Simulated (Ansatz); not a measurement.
# CH₄BI: basis-set convergence

The task here is to estimate one member of a computed series from the others.

The runs use Ansatz 0.2.0, Gaussian basis; one geometry, several basis sets.

Levels to be run: PBE0-D4/def2-SVP; ωB97M-V/def2-SVP; PBE0-D4/def2-QZVPP; ωB97M-V/def2-QZVPP; the functionals' def2-TZVPP values are taken from earlier runs.

**The relaxed structure**

The geometry comes from an earlier relaxation with PBE0-D4 in a triple-zeta def2 set; it is a stationary point, not always the lowest conformer. I takes the def2 core potential; no spin-orbit term is included.

SMILES `CBI`, 7 atoms, charge 0, spin multiplicity 1.

Atoms are counted from 1 here; the program's logs count them from 0.

Bond lengths: C1–B2 1.545 Å, C1–H4 1.089 Å, C1–H5 1.098 Å, C1–H6 1.097 Å, B2–I3 2.124 Å, B2–H7 1.192 Å. Angles: B2–C1–H4 115.8°, B2–C1–H5 108.6°, B2–C1–H6 109.0°, H4–C1–H5 109.0°, H4–C1–H6 109.2°, H5–C1–H6 104.8°, C1–B2–I3 122.2°, C1–B2–H7 123.2°, I3–B2–H7 114.6°.

The first run:

in.yaml

```yaml
crystal:
  periodic: [false, false, false]
  atoms:
    - {symbol: C, position_ang: [-0.639029, 0.008700, -0.392384]}
    - {symbol: B, position_ang: [0.712331, -0.201940, 0.327351]}
    - {symbol: I, position_ang: [1.547998, 1.262992, 1.618049]}
    - {symbol: H, position_ang: [-1.146962, 0.948578, -0.180482]}
    - {symbol: H, position_ang: [-0.474824, -0.072082, -1.474993]}
    - {symbol: H, position_ang: [-1.308304, -0.825807, -0.147344]}
    - {symbol: H, position_ang: [1.369988, -1.188441, 0.204202]}
basis:
  gaussian: {orbitals: def2-SVP}
hamiltonian: {xc: pbe0, dispersion: d4}
output: {orbitals: {seedname: orbitals}}
```

Among the steps run: PBE0-D4 in def2-SVP; ωB97M-V in def2-SVP; PBE0-D4 in def2-QZVPP; ωB97M-V in def2-QZVPP.

One of the session's tables, all rows but one given; the rest of the session is left out.

It belongs to the step «Density functionals: the series». 

| functional | basis | HOMO (eV) | LUMO (eV) |
| --- | --- | --- | --- |
| PBE0-D4 | def2-SVP | -7.29 | -1.56 |
| PBE0-D4 | def2-TZVPP | -7.37 | -1.62 |
| PBE0-D4 | def2-QZVPP | -7.39 | -1.63 |
| ωB97M-V | def2-SVP | ? | ? |
| ωB97M-V | def2-TZVPP | -9.52 | 0.34 |
| ωB97M-V | def2-QZVPP | -9.53 | 0.31 |

**Question.** Estimate the row for ωB97M-V, def2-SVP.

**Answer.** HOMO (eV): -9.40; LUMO (eV): 0.47. In the column «HOMO (eV)» it lies between ωB97M-V, def2-TZVPP (-9.52) and PBE0-D4, def2-QZVPP (-7.39).
